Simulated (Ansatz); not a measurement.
# AsN: the cost of one run

Computed with the Python package of Ansatz 0.2.0. The levels of theory stand in the script.

### Step 1. Starting point

Bond lengths: As1–N2 1.930 Å.

Input file asn.xyz:

```xyz
2

As    0.00000    0.00000    0.00000
N     0.00000    0.00000    1.93000
```

### Step 2. The code

x2c.py reads:

```python
"""Scalar relativity in AsN(+)."""

from dataclasses import dataclass

import ansatz as az
import numpy as np


@dataclass(frozen=True)
class Settings:
    functional: str = "hf"
    net_charge: int = 1


opts = Settings()

asn = az.Crystal.molecule_from_extxyz("asn.xyz")

job = asn.calculation()
job = job.functional(opts.functional)
job = job.charge(opts.net_charge)
job = job.spin("collinear", total=1)
job = job.forces()
# a set contracted for a scalar-relativistic Hamiltonian goes with the relativistic run
sets = {"none": "cc-pVTZ", "scalar": "cc-pVTZ-DK"}
found = {kind: job.basis(gaussian=basis).pseudopotentials(relativity=kind).run(threads=1).report for kind, basis in sets.items()}
for kind, each in found.items():
    dipole = 4.803205 * np.linalg.norm(each["charge_distribution"]["dipole_moment_e_ang"])
    print(f"{kind:7s} E = {each['free_energy_ev']:.4f} eV  dipole {dipole:.3f} D  largest force component {np.abs(each['forces_ev_ang']).max():.4f} eV/A")
print(f"relativity lowers the total energy by {found['none']['free_energy_ev'] - found['scalar']['free_energy_ev']:.3f} eV")
```

### Step 3. Launch

On the command line:

```bash
$ python x2c.py
```

What time and memory should one allow on 1 thread of Arm Neoverse V1, shared host?

About 11 s, with a peak of 0.22 GiB.
